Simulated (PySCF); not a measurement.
# C3H2BF3: the cost of one run

The runs use PySCF 2.14.0, with density-fitted response routines of our own; the level of theory stands in each step. All values are computed, except where a source is named. Atoms are numbered from 0 throughout.

## Step 1: Starting geometry

9 atoms, charge 0, multiplicity 1; geometry from: GFN2-xTB. The atoms were then displaced at random by about 0.01 Å, so the start is not that level's minimum.

Bonds of the start (Å): B0–C1 1.53, C1–C2 1.22, C2–C3 1.40, C3–F4 1.36, C3–F5 1.36, C3–F6 1.35, B0–H7 1.14, B0–H8 1.17.

## Step 2: Geometry optimisation at PBE0-D3(BJ)/def2-SVP

Job settings and geometry (Å):

```
{"job": {"xc": "PBE0", "basis": "def2-SVP", "d3": "d3bj", "grid": 1, "shake": 0.01, "kind": "geom"}, "charge": 0, "multiplicity": 1}
B      2.378000     0.147980    -0.040500
C      0.854720     0.057900    -0.022850
C     -0.364820    -0.028260    -0.010810
C     -1.763280    -0.129650     0.024820
F     -2.215410    -1.399580     0.223230
F     -2.366110     0.279460    -1.122670
F     -2.317420     0.614010     1.009670
H      3.006680    -0.615830     0.521660
H      2.845450     1.056810    -0.616270
```

On the command line:

```
OMP_NUM_THREADS=1 python probes_run.py task.json out
```

The driver reads the jobs from task.json and runs them one after another.

Q: Estimate the wall time and peak memory of this first job on 1 thread of Arm Neoverse V1, shared host.

About 33 s, with a peak of 0.43 GiB.
